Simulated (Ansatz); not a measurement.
# C₂H₇InS₂: basis-set convergence

How large a basis does C₂H₇InS₂ need? Two functionals are run in growing sets.

Program: Ansatz 0.2.0, Gaussian basis. Level of theory: one geometry, several basis sets. These are calculated values, not measurements.

Levels to be run: PBE0-D4/def2-SVP; ωB97M-V/def2-SVP; PBE0-D4/def2-QZVPP; ωB97M-V/def2-QZVPP; the functionals' def2-TZVPP values are taken from earlier runs.

### 1 The geometry

All runs share one geometry, relaxed beforehand with PBE0-D4/def2-TZVP. In takes the def2 core potential; no spin-orbit term is included.

SMILES `C[CH2][In]([SH])[SH]`, 12 atoms, charge 0, spin multiplicity 1.

Atoms are counted from 1 here; the program's logs count them from 0.

Bond lengths: C1–C2 1.521 Å, C1–H6 1.093 Å, C1–H7 1.095 Å, C1–H8 1.093 Å, C2–In3 2.153 Å, C2–H9 1.093 Å, C2–H10 1.093 Å, In3–S4 2.395 Å, In3–S5 2.388 Å, S4–H11 1.344 Å, S5–H12 1.343 Å. Angles: C2–C1–H6 112.0°, C2–C1–H7 111.2°, C2–C1–H8 112.0°, H6–C1–H7 107.1°, H6–C1–H8 107.3°, H7–C1–H8 107.1°, C1–C2–In3 113.6°, C1–C2–H9 111.6°, C1–C2–H10 111.6°, In3–C2–H9 106.5°, In3–C2–H10 106.6°, H9–C2–H10 106.6°, C2–In3–S4 121.9°, C2–In3–S5 125.0°, S4–In3–S5 113.1°, In3–S4–H11 93.5°, In3–S5–H12 93.7°.

### 2 PBE0-D4 in def2-SVP

File in.yaml:

```yaml
crystal:
  periodic: [false, false, false]
  atoms:
    - {symbol: C, position_ang: [0.464290, -1.038082, 1.440958]}
    - {symbol: C, position_ang: [0.700209, 0.365866, 0.906435]}
    - {symbol: In, position_ang: [-0.288857, 0.754161, -0.966368]}
    - {symbol: S, position_ang: [-1.618693, -0.907934, -2.064525]}
    - {symbol: S, position_ang: [-0.198143, 2.820451, -2.160319]}
    - {symbol: H, position_ang: [-0.595967, -1.234543, 1.619354]}
    - {symbol: H, position_ang: [0.984719, -1.191957, 2.391631]}
    - {symbol: H, position_ang: [0.824245, -1.804378, 0.749728]}
    - {symbol: H, position_ang: [1.763270, 0.560038, 0.743044]}
    - {symbol: H, position_ang: [0.348931, 1.126904, 1.607792]}
    - {symbol: H, position_ang: [-1.401758, -1.829080, -1.110213]}
    - {symbol: H, position_ang: [-0.982245, 2.378554, -3.157518]}
basis:
  gaussian: {orbitals: def2-SVP}
hamiltonian: {xc: pbe0, dispersion: d4}
output: {orbitals: {seedname: orbitals}}
```

Launch:

```
ansatz run in.yaml --threads 4 --pin off --events-out ev --progress --plain --max-ram 10444MiB
```

Further steps of the session: ωB97M-V in def2-SVP; PBE0-D4 in def2-QZVPP; ωB97M-V in def2-QZVPP.

Q: Predict the results of all the runs planned. Wanted: PBE0-D4: double and triple zeta above quadruple; ωB97M-V: double and triple zeta above quadruple.

**Answer**, as computed:

```
                                       quantity           value
PBE0-D4: double and triple zeta above quadruple  11.00, 0.83 eV
ωB97M-V: double and triple zeta above quadruple  11.09, 0.80 eV
```

**Reading.** For PBE0-D4 the step from double to triple zeta gains 10.18 eV and the next only 0.83 eV. Total energies overstate the basis error of differences, where much of it tends to cancel.
